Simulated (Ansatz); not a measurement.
# C2H6BBrS: a ladder of functionals and wavefunction methods

One table from this session's results is given with a row withheld; the runs are named, their logs left out.

The runs use Ansatz 0.2.0, Gaussian basis; functionals in def2-TZVPP, the program's frozen cores in correlated methods.

The runs, in order: PBE-D4, r2SCAN-D4, PBE0-D4, B3LYP-D4, ωB97X-V, ωB97M-V, B2PLYP; CCSD(T)/def2-TZVPP; MP2/def2-QZVPP; extrapolation to the limit.

## The geometry

The geometry comes from an earlier relaxation with PBE0-D4 in a triple-zeta def2 set; it is a stationary point, not always the lowest conformer.

SMILES `CSB(C)Br`, 11 atoms, charge 0, spin multiplicity 1.

Atoms are counted from 1 here; the program's logs count them from 0.

Bond lengths: C1–S2 1.804 Å, C1–H6 1.089 Å, C1–H7 1.088 Å, C1–H8 1.088 Å, S2–B3 1.773 Å, B3–C4 1.558 Å, B3–Br5 1.932 Å, C4–H9 1.095 Å, C4–H10 1.094 Å, C4–H11 1.092 Å. Angles: S2–C1–H6 106.7°, S2–C1–H7 110.5°, S2–C1–H8 110.5°, H6–C1–H7 109.7°, H6–C1–H8 109.7°, H7–C1–H8 109.7°, C1–S2–B3 106.7°, S2–B3–C4 119.5°, S2–B3–Br5 121.4°, C4–B3–Br5 119.1°, B3–C4–H9 110.1°, B3–C4–H10 110.1°, B3–C4–H11 113.2°, H9–C4–H10 106.2°, H9–C4–H11 108.5°, H10–C4–H11 108.5°.

The first run:

in.yaml

```yaml
crystal:
  periodic: [false, false, false]
  atoms:
    - {symbol: C, position_ang: [-1.440115, 1.130080, 1.253144]}
    - {symbol: S, position_ang: [0.049318, 0.113335, 1.205597]}
    - {symbol: B, position_ang: [0.337071, -0.290146, -0.496953]}
    - {symbol: C, position_ang: [1.563800, -1.171498, -0.880710]}
    - {symbol: Br, position_ang: [-0.841241, 0.340416, -1.892714]}
    - {symbol: H, position_ang: [-1.616209, 1.380125, 2.298748]}
    - {symbol: H, position_ang: [-2.291707, 0.577852, 0.860018]}
    - {symbol: H, position_ang: [-1.297738, 2.042548, 0.677106]}
    - {symbol: H, position_ang: [1.229639, -2.075019, -1.400372]}
    - {symbol: H, position_ang: [2.208052, -0.634774, -1.584118]}
    - {symbol: H, position_ang: [2.164529, -1.470021, -0.019246]}
basis:
  gaussian: {orbitals: def2-TZVPP}
hamiltonian: {xc: pbe, dispersion: d4}
output: {forces: true, orbitals: {seedname: orbitals}}
```

Command:

```sh
$ ansatz run in.yaml --threads 4 --pin off --events-out ev --progress --plain --max-ram 10444MiB
```

Steps of the session up to this table: PBE-D4 (GGA); r2SCAN-D4 (meta-GGA); PBE0-D4 (hybrid); B3LYP-D4 (hybrid); ωB97X-V (range-separated); ωB97M-V (range-separated); B2PLYP (double hybrid); CCSD(T) in def2-TZVPP; MP2 in def2-QZVPP.

One of the session's tables, all rows but one given; the rest of the session is left out.

It belongs to the step «Atomisation energies». 

```
            method  atomisation energy (kcal/mol)
            PBE-D4                          997.1
         r2SCAN-D4                          984.6
           PBE0-D4                          985.2
          B3LYP-D4                          974.7
           ωB97X-V                          977.4
           ωB97M-V                          979.2
            B2PLYP                          964.7
     HF/def2-TZVPP                          736.2
    MP2/def2-TZVPP                          968.2
   CCSD/def2-TZVPP                          937.0
CCSD(T)/def2-TZVPP                          951.6
           MP2/CBS                          991.7
       CCSD(T)/CBS                              ?
```

Estimate the missing values for CCSD(T)/CBS.

The run gave: atomisation energy (kcal/mol): 975.0. In the column «atomisation energy (kcal/mol)» it lies between B3LYP-D4 (974.7) and ωB97X-V (977.4).
